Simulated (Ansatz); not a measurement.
# Ru: a slab and its surfaces, (0001), 1 layers

Aim: cut a slab of Ru (0001), 1 layers from the relaxed bulk, relax it, and get surface energy and work function. The runs shown use PAW, LAPW, norm-conserving and crystal datasets. Its runs: bulk cell relaxed (PAW); bulk in the slab's orientation (LAPW and PAW); the reference run (LAPW, PAW, norm-conserving and crystal datasets); no relativity (LAPW).

Method: DFT PBE, with the methods named in each step, in Ansatz 0.2.0.

## (1) Starting point

Symmetry: P6_3/mmc, No. 194, hexagonal system. The conventional cell has a = 2.697 Å, b = 2.697 Å, c = 4.370 Å, α = 90.00°, β = 90.00°, γ = 120.00°. Ru (site symmetry -6m2) has 12 Ru at 2.68 to 2.70 Å as nearest neighbours.

Structure file:

```cif
data_structure
_symmetry_space_group_name_H-M 'P6_3/mmc'
_symmetry_Int_Tables_number 194
_cell_length_a 2.6974
_cell_length_b 2.6974
_cell_length_c 4.3699
_cell_angle_alpha 90.000
_cell_angle_beta 90.000
_cell_angle_gamma 120.000
_cell_volume 27.54
loop_
_atom_site_label
_atom_site_type_symbol
_atom_site_symmetry_multiplicity
_atom_site_Wyckoff_symbol
_atom_site_fract_x
_atom_site_fract_y
_atom_site_fract_z
_atom_site_occupancy
Ru1 Ru 2 c 0.33333 0.66667 0.25000 1
```

The file gives the conventional cell by its symmetry; the runs use the cell typed in the input.

Atoms are numbered in the order of the input: Ru1, Ru2.

## (2) Bulk cell relaxed, PAW

Contents of input.yaml:

```yaml
crystal:
  lattice:
    - [2.6974396414, 0.0, 0.0]
    - [-1.3487198207, 2.3360512546, 0.0]
    - [0.0, 0.0, 4.3698522191]
  atoms:
    - { symbol: Ru, position: [0.3333333333, 0.6666666667, 0.25] }
    - { symbol: Ru, position: [0.6666666667, 0.3333333333, 0.75] }
kpoints:
  mp_grid: { grid: [18, 18, 10] }
scf:
  occupations: { method: fermi_dirac, width: 0.08 }
hamiltonian:
  xc: pbe
  pseudopotentials: { kind: paw }
output:
  forces: true
  stress: true
  write_density: true
  write_potential: true
  elf: true
  volumetric_format: npy
relax:
  f_tol: 0.005
  max_steps: 40
  cell: {}
```

Run with:

```console
$ ansatz run input.yaml --threads 1 --pin off --max-ram 3584MiB --backend cpu --events-out ev --progress --plain --runs-dir out
```

The runs that follow: Bulk in the slab's orientation, LAPW; Bulk in the slab's orientation, PAW; Slab as cut, LAPW; Slab as cut, PAW; No relativity, LAPW; Slab as cut, norm-conserving; Slab as cut, crystal datasets.

What does the calculation give? Wanted: surface energy; work function (for each run or level that gives them).

As calculated:

```
                             quantity      value
           surface energy (LAPW, cut)  3.24 J/m²
            work function (LAPW, cut)    5.72 eV
            surface energy (PAW, cut)  3.24 J/m²
             work function (PAW, cut)    5.72 eV
 work function (norm-conserving, cut)    5.72 eV
work function (crystal datasets, cut)    5.72 eV
```

In words: No relativity moves the work function by -0.26 eV (LAPW). Thickness wasn't converged, and no reconstruction was sought.
